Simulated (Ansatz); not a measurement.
A nudged elastic band was laid between two geometries of a periodic cell of 63 atoms, Si62P (host Si, host structure diamond, dopant P, one Si atom removed), cell charge +2.

Computed with DFT PBE-D3(BJ), scalar-relativistic, plane waves, PAW (Ansatz 0.2.0). Settings: PAW set soft_1, cutoff 420 eV, k mesh 1x1x1, gaussian smearing 0.02 eV, spin collinear.

| Quantity | Value |
| --- | --- |
| movable images | 5 |
| climbing image | yes |
| spring | 5.0 eV/Å² |
| optimiser | quadratic models (default) |
| start path | straight line |
| force threshold | 0.05 eV/Å |
| iteration limit | 55 |
| end points | relaxed |

Image 0:

```xyz
63
Lattice="10.8600 0.0000 0.0000 0.0000 10.8600 0.0000 0.0000 0.0000 10.8600" Properties=species:S:1:pos:R:3
Si 5.448 0.018 -0.034
Si 6.791 1.361 1.361
Si 8.152 2.722 -0.008
Si 9.498 4.069 1.401
Si 8.158 -0.024 2.721
Si 9.493 1.334 4.086
Si 0.043 -0.021 0.006
Si 1.359 1.364 1.360
Si 2.720 2.721 -0.001
Si 4.025 4.119 1.348
Si 5.409 5.473 0.006
Si 6.793 6.789 1.361
Si 8.151 8.150 0.000
Si 9.548 9.455 1.348
Si 2.714 -0.020 2.676
Si 4.058 1.346 4.057
Si 5.405 2.729 2.721
Si 6.763 4.063 4.086
Si 8.119 5.420 2.730
Si 9.498 6.749 4.081
Si 5.442 0.013 5.412
Si 6.791 1.361 6.789
Si 8.144 2.715 5.434
Si 9.492 4.063 6.815
Si 8.167 0.012 8.137
Si 9.522 1.346 9.522
Si 0.012 5.442 0.095
P 2.702 8.132 0.018
Si 4.060 9.490 1.280
Si -0.011 2.690 2.730
Si 1.318 4.069 4.081
Si 2.622 5.444 2.707
Si 4.025 6.802 4.032
Si 5.409 8.144 2.677
Si 6.776 9.489 4.057
Si -0.002 -0.023 5.421
Si 1.358 1.362 6.788
Si 2.727 2.723 5.427
Si 4.058 4.092 6.803
Si 5.406 5.429 5.421
Si 6.791 6.789 6.788
Si 8.152 8.158 5.428
Si 9.522 9.489 6.803
Si 2.753 0.018 8.132
Si 4.087 1.381 9.493
Si 5.442 2.738 8.137
Si 6.776 4.092 9.521
Si 8.158 5.428 8.173
Si 9.548 6.802 9.553
Si 0.014 8.052 2.707
Si 1.371 9.456 4.032
Si -0.011 5.420 5.460
Si 1.359 6.789 6.785
Si 2.720 8.151 5.429
Si 4.087 9.517 6.769
Si -0.002 2.728 8.173
Si 1.371 4.118 9.553
Si 2.714 5.473 8.170
Si 4.059 6.869 9.520
Si 5.447 8.183 8.133
Si 6.810 9.516 9.493
Si 0.043 8.144 8.170
Si 1.440 9.490 9.520
```

Image 6:

Only the atoms that move by more than 0.05 Å are listed.
```
P28 1.372 6.802 1.343
```

(1) What changes between the two ends?

(2) What energy profile does the band end with?

(3) What is the geometry of the highest image?

Results:

(1) Contacts lost: P28–Si29, P28–Si59, P28–Si63. Contacts made: Si27–P28, P28–Si32, P28–Si50. The atom that moves furthest is P28, by 2.30 Å.

(2) It converged. The highest image is number 3 of 0 to 6, 1.34 eV above the ends, which have the same energy within 2 meV. By the program's own check the climbing image is of a kind that is not told: a solve is, or may be, on another electronic state (lowest curvatures found: -2.59 and 1.67 eV/Å²). Limits of this set-up: coarse k mesh, charged cell in a uniform background, uncorrected.

| image | path coordinate (Å) | energy (eV) | P28–Si29 (Å) | P28–Si59 (Å) | P28–Si63 (Å) |
| --- | --- | --- | --- | --- | --- |
| 0 | 0.00 | 0.00 | 2.30 | 2.30 | 2.30 |
| 1 | 0.50 | 0.19 | 2.33 | 2.35 | 2.38 |
| 2 | 1.01 | 0.92 | 2.38 | 2.51 | 2.75 |
| 3 | 1.51 | 1.34 | 2.49 | 2.88 | 3.21 |
| 4 | 2.02 | 0.95 | 2.96 | 3.25 | 3.41 |
| 5 | 2.52 | 0.20 | 3.47 | 3.58 | 3.65 |
| 6 | 3.03 | 0.00 | 3.82 | 3.82 | 3.82 |

(3) 
```xyz
63
Lattice="10.8600 0.0000 0.0000 0.0000 10.8600 0.0000 0.0000 0.0000 10.8600" Properties=species:S:1:pos:R:3
Si 5.283 -0.145 0.029
Si 6.711 1.276 1.350
Si 8.095 2.660 -0.008
Si 9.469 4.048 1.358
Si 8.169 0.011 2.714
Si 9.522 1.385 4.066
Si 0.034 -0.004 0.001
Si 1.370 1.359 1.370
Si 2.727 2.714 0.014
Si 4.096 4.087 1.348
Si 5.445 5.437 -0.001
Si 6.786 6.793 1.371
Si 8.130 8.153 0.003
Si 9.523 9.499 1.331
Si 2.707 -0.009 2.743
Si 4.081 1.369 4.076
Si 5.432 2.710 2.723
Si 6.793 4.064 4.084
Si 8.137 5.424 2.716
Si 9.543 6.783 4.014
Si 5.441 0.012 5.436
Si 6.795 1.360 6.798
Si 8.154 2.715 5.439
Si 9.526 4.089 6.765
Si 8.122 -0.014 8.169
Si 9.503 1.350 9.486
Si -0.052 5.399 -0.019
P 2.266 7.480 0.902
Si 3.894 9.287 1.441
Si 0.023 2.744 2.703
Si 1.386 4.218 3.927
Si 2.793 5.649 2.536
Si 4.119 6.790 4.104
Si 5.464 8.146 2.765
Si 6.822 9.538 4.084
Si -0.029 0.006 5.439
Si 1.348 1.410 6.741
Si 2.705 2.796 5.358
Si 4.069 4.065 6.813
Si 5.437 5.396 5.463
Si 6.783 6.786 6.805
Si 8.167 8.146 5.424
Si 9.501 9.509 6.810
Si 2.714 0.020 8.116
Si 4.060 1.329 9.526
Si 5.422 2.690 8.166
Si 6.795 4.067 9.476
Si 8.165 5.424 8.144
Si 9.509 6.808 9.527
Si 0.079 8.160 2.638
Si 1.356 9.500 4.088
Si 0.021 5.442 5.389
Si 1.359 6.782 6.773
Si 2.727 8.142 5.430
Si 4.074 9.512 6.779
Si -0.016 2.726 8.146
Si 1.358 4.078 9.538
Si 2.687 5.438 8.167
Si 4.002 6.775 9.574
Si 5.377 8.152 8.180
Si 6.747 9.492 9.524
Si 0.023 8.123 8.155
Si 1.341 9.525 9.461
```

Time of the run: 31 min on 4 threads of Arm Neoverse V1 (shared host), peak memory 6.2 GiB.
